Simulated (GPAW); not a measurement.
# Two attempts at InH5O (SMILES [OH2+][InH3-])

Aim: the charge distribution of InH5O at PBE/plane waves (scalar-relativistic datasets, plane-wave cutoff 450 eV).

The calculation is run with GPAW 26.7.0.

6 further runs of the same task are left out: 6 that didn't finish.

**1. The molecule**

InH5O has 7 atoms, charge 0, and is taken as a singlet. As SMILES, `[OH2+][InH3-]`. Geometry: a GFN2-xTB relaxation, a rough one for these elements and not checked as a minimum.

Bond lengths: O1–In2 2.413 Å, O1–H3 0.964 Å, O1–H4 0.964 Å, In2–H5 1.695 Å, In2–H6 1.708 Å, In2–H7 1.695 Å. Angles: O1–In2–H5 95.7°, O1–In2–H6 91.4°, O1–In2–H7 96.3°, In2–O1–H3 113.3°, In2–O1–H4 112.8°, H5–In2–H6 118.5°, H5–In2–H7 121.2°, H6–In2–H7 118.6°, H3–O1–H4 107.9°.

**2. The input as first written**

Contents of molecule_sp.py:

```python
import numpy as np
from ase import Atoms
from ase.units import Bohr, Debye
from gpaw import GPAW, PW

positions_bohr = np.array(
              [[ -0.183644,  -2.513487,  -0.064251],
               [  0.413661,   2.000540,  -0.313884],
               [  0.448772,  -3.239161,   1.483114],
               [ -1.928598,  -3.007159,  -0.242754],
               [ -1.012874,   2.351216,  -3.160945],
               [ -1.343009,   2.460896,   2.354164],
               [  3.605692,   1.947174,  -0.055445]])
atoms = Atoms('OInHHHHH', positions=positions_bohr * Bohr)
atoms.center(vacuum=4.5)

calc = GPAW(mode={'name': 'pw', 'ecut': 450}, xc='PBE', nbands=10, maxiter=82, txt='-')
atoms.calc = calc

energy = atoms.get_potential_energy()
print(f'Energy: {energy:.5f} eV')
forces = atoms.get_forces()
print('Forces (eV/Ang)')
for symbol, f in zip(atoms.symbols, forces):
    print(f'{symbol:2} {f[0]:9.4f} {f[1]:9.4f} {f[2]:9.4f}')
dipole = atoms.get_dipole_moment() / Debye
print(f'Dipole = {np.linalg.norm(dipole):.3f} D')
homo, lumo = calc.get_homo_lumo()
print(f'HOMO: {homo:.3f} eV')
print(f'LUMO                    {lumo:.3f} eV')
print(f'Gap = {lumo - homo:.3f} eV')
```

Launch:

```console
$ python molecule_sp.py > molecule_sp.log
```

What it wrote:

```text
__  _  _
 | _ |_)|_||  |
 |__||  | ||/\| - 26.7.0

units:  Angstrom and eV
cores:  1
OpenMP: False

Versions:
  Python: 3.12.14
  ASE:    3.29.0
  Numpy:  2.5.5
  Scipy:  1.18.1
  Libxc:  7.0.0

Input parameters:
  mode=PW(ecut=450),
  maxiter=82,
  nbands=10,
  xc=XC(name='PBE')
ValueError: Too few bands!  Electrons: 24.0, bands: 10
```

It took 1.2 s on 1 thread of Intel Xeon at 2.70GHz, shared host; peak memory 0.1 GiB.

**3. Diagnosis**

The input was rejected.

The log says `ValueError: Too few bands!  Electrons: 24.0, bands: 10`. What is wrong: too few bands are asked for. To mend it: number of bands at its default in place of 10.

**4. Second attempt**

Contents of run.py:

```python
import numpy as np
from ase import Atoms
from ase.units import Bohr, Debye
from gpaw import GPAW, PW

positions_bohr = np.array(
              [[ -0.183644,  -2.513487,  -0.064251],
               [  0.413661,   2.000540,  -0.313884],
               [  0.448772,  -3.239161,   1.483114],
               [ -1.928598,  -3.007159,  -0.242754],
               [ -1.012874,   2.351216,  -3.160945],
               [ -1.343009,   2.460896,   2.354164],
               [  3.605692,   1.947174,  -0.055445]])
atoms = Atoms(["O", "In", "H", "H", "H", "H", "H"], positions=positions_bohr * Bohr)
atoms.center(vacuum=4.5)

calc = GPAW(mode={"name": "pw", "ecut": 450}, maxiter=100, xc="PBE", txt="-")
atoms.calc = calc

energy = atoms.get_potential_energy()
print(f"Energy                  {energy:.5f} eV")
forces = atoms.get_forces()
print("Forces (eV/Ang)")
for symbol, f in zip(atoms.symbols, forces):
    print(f'{symbol:2} {f[0]:9.4f} {f[1]:9.4f} {f[2]:9.4f}')
dipole = atoms.get_dipole_moment() / Debye
print(f"Dipole: {np.linalg.norm(dipole):.3f} D")
homo, lumo = calc.get_homo_lumo()
print(f"HOMO = {homo:.3f} eV")
print(f"LUMO                    {lumo:.3f} eV")
print(f"Gap: {lumo - homo:.3f} eV")
```

Launch:

```console
$ python run.py > run.log
```

What it wrote:

```text
[...]
  mode=PW(ecut=450),
[...]
Number of symmetries: 1
[...]
  Number of IBZ points: 1
[...]
Cutoff: 450.00000000000006 eV
Spin-components: 1 (collinear spins)
Bands:           18
[...]
  Valence electrons: 24.0
[...]
  Grid points: [60 60 60]
  Charge: 0.0  # |e|
[...]
    cutoffs:
[...]
occupation numbers:
  # Zero width
[...]
xc functional:
  name: PBE with 2 nearest neighbor stencil
[...]
|iter     |     time |      energy | eigst |  dens |
[...]
|iter:   1| 00:00:08 |  -27.462630 | +0.09 |       |
[...]
|iter:   9| 00:00:26 |  -24.917557c| -7.63c| -4.33c|
Converged in 9 steps
[...]
Energy contributions relative to reference atoms: (reference = -162078.722772)
Energy contributions:
  Kinetic:          34.144720
  Coulomb:         -35.801513
  Zero:              0.201082
  External:          0.000000
  Xc:              -23.461845
  Entropy:           0.000000
  Spinorbit:         0.000000
  ----------------------------
  Free energy:     -24.917557
  Extrapolated:    -24.917557
dipole moment: (-0.227404, -0.682797, 0.224978)  # |e|*Ang
Fermi level: -3.847
Eigenvalues  # (at kpt = [0.000, 0.000, 0.000])
| band index |      eig [eV] | occ [0-2] |
|------------|---------------|-----------|
|          0 |       -26.897 |     2.000 |
|        ... |               |           |
|          4 |       -17.598 |     2.000 |
|          5 |       -17.595 |     2.000 |
|          6 |       -14.670 |     2.000 |
|          7 |       -11.428 |     2.000 |
|          8 |        -9.596 |     2.000 |
|          9 |        -8.470 |     2.000 |
|         10 |        -6.206 |     2.000 |
|         11 |        -6.060 |     2.000 |
|         12 |        -1.634 |     0.000 |
|         13 |        -0.385 |     0.000 |
[...]
Gap: 4.426 eV
Transition (v -> c):
[...]
Forces (eV/Ang)
O     0.5182    0.3184   -0.6954
In   -0.0529    0.0925    0.0897
H     0.0700   -0.3110    0.5954
H    -0.6284   -0.2445    0.0898
H    -0.2343    0.0306   -0.4848
H    -0.2572    0.1093    0.3994
H     0.5370   -0.0393    0.0338
Dipole: 3.622 D
HOMO = -6.060 eV
LUMO                    -1.634 eV
Gap: 4.426 eV
```

It took 31 s on 1 thread of Intel Xeon at 2.70GHz, shared host; peak memory 0.49 GiB.

**5. Summary of results**

At PBE/plane waves (scalar-relativistic datasets, plane-wave cutoff 450 eV):

```
                                              quantity        value
energy as printed (from the program's reference atoms)  -24.9176 eV
                                         dipole moment       3.62 D
                   HOMO energy (from the vacuum level)     -6.33 eV
                   LUMO energy (from the vacuum level)     -1.90 eV
                                         HOMO–LUMO gap      4.43 eV
                              largest force on an atom   0.924 eV/Å
```

The largest force is 0.92 eV/Å: the shape isn't a stationary point for this species at this level.
